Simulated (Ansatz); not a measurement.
# FH₃MgOSi: up Jacob's ladder to CCSD(T)

The task here is to estimate one member of a computed series from the others.

The runs use Ansatz 0.2.0, Gaussian basis; functionals in def2-TZVPP, the program's frozen cores in correlated methods.

Plan: LDA (SPW92), PBE-D4, revPBE-D4, BLYP-D4, r2SCAN-D4, B97M-V, PBE0-D4, B3LYP-D4, r2SCANh-D4, r2SCAN0-D4, HSE06-D4, BHLYP-D4, CAM-B3LYP-D4, LC-ωPBE, ωB97X-V, ωB97M-V, B2PLYP, PBE-QIDH; CCSD(T)/def2-SVP; CCSD(T)/def2-TZVPP; MP2/def2-QZVPP; extrapolation to the limit; RPA on PBE.

### Structure used throughout

The geometry comes from an earlier relaxation with PBE0-D4 in a triple-zeta def2 set; it is a stationary point, not always the lowest conformer.

7 atoms, charge 0, spin multiplicity 1.

Atoms are counted from 1 here; the program's logs count them from 0.

Bond lengths: F1–Mg2 1.747 Å, Mg2–O3 1.783 Å, O3–Si4 1.614 Å, Si4–H5 1.492 Å, Si4–H6 1.492 Å, Si4–H7 1.492 Å. Angles: F1–Mg2–O3 180.0°, Mg2–O3–Si4 180.0°, O3–Si4–H5 111.2°, O3–Si4–H6 111.2°, O3–Si4–H7 111.2°, H5–Si4–H6 107.7°, H5–Si4–H7 107.7°, H6–Si4–H7 107.7°.

Set-up of the first run:

in.yaml

```yaml
crystal:
  periodic: [false, false, false]
  atoms:
    - {symbol: F, position_ang: [-1.074561, -3.535009, 1.335051]}
    - {symbol: Mg, position_ang: [-0.592019, -1.965470, 0.737792]}
    - {symbol: O, position_ang: [-0.099801, -0.364210, 0.128417]}
    - {symbol: Si, position_ang: [0.345452, 1.086089, -0.423534]}
    - {symbol: H, position_ang: [-0.717304, 1.685521, -1.281960]}
    - {symbol: H, position_ang: [0.609399, 2.032243, 0.699311]}
    - {symbol: H, position_ang: [1.590134, 0.992835, -1.240678]}
basis:
  gaussian: {orbitals: def2-TZVPP}
hamiltonian: {xc: lda}
output: {orbitals: {seedname: orbitals}}
```

Among the steps run: LDA; PBE-D4 (GGA); revPBE-D4 (GGA); BLYP-D4 (GGA); r2SCAN-D4 (meta-GGA); B97M-V (meta-GGA); PBE0-D4 (hybrid); B3LYP-D4 (hybrid); r2SCANh-D4 (hybrid); r2SCAN0-D4 (hybrid); HSE06-D4 (hybrid); BHLYP-D4 (hybrid); CAM-B3LYP-D4 (range-separated); LC-ωPBE-D4 (range-separated; the results give it without D4); ωB97X-V (range-separated); ωB97M-V (range-separated); B2PLYP (double hybrid); PBE-QIDH (double hybrid).

One table of the session follows, with a row left open; its other results are not shown here.

It belongs to the step «Frontier levels by functional». 

| functional | HOMO (eV) | LUMO (eV) | gap (eV) |
| --- | --- | --- | --- |
| LDA (SPW92) | -6.98 | -2.67 | 4.31 |
| PBE-D4 | -6.86 | -2.47 | 4.39 |
| revPBE-D4 | -6.81 | -2.34 | 4.47 |
| BLYP-D4 | -6.79 | -2.50 | 4.29 |
| r2SCAN-D4 | ? | ? | ? |
| B97M-V | -7.27 | -2.38 | 4.90 |
| PBE0-D4 | -8.28 | -1.70 | 6.58 |
| B3LYP-D4 | -8.09 | -2.05 | 6.03 |
| r2SCANh-D4 | -7.71 | -1.69 | 6.02 |
| r2SCAN0-D4 | -8.50 | -1.37 | 7.14 |
| HSE06-D4 | -7.87 | -2.06 | 5.81 |
| BHLYP-D4 | -9.66 | -1.18 | 8.47 |
| CAM-B3LYP-D4 | -9.74 | -1.03 | 8.71 |
| LC-ωPBE | -11.07 | 0.18 | 11.25 |
| ωB97X-V | -10.74 | 0.00 | 10.74 |
| ωB97M-V | -10.60 | -0.44 | 10.16 |

Estimate the missing values for r2SCAN-D4.

Worked estimate for «HOMO (eV)». Against the share of exact exchange, r2SCANh-D4 (0.1, -7.71), r2SCAN0-D4 (0.25, -8.50) give a slope of -5.27 per unit share; at 0 the line stands at -7.18.

The run gave: HOMO (eV): -7.19; LUMO (eV): -1.92; gap (eV): 5.27. In «HOMO (eV)» the line misses by +0.01.
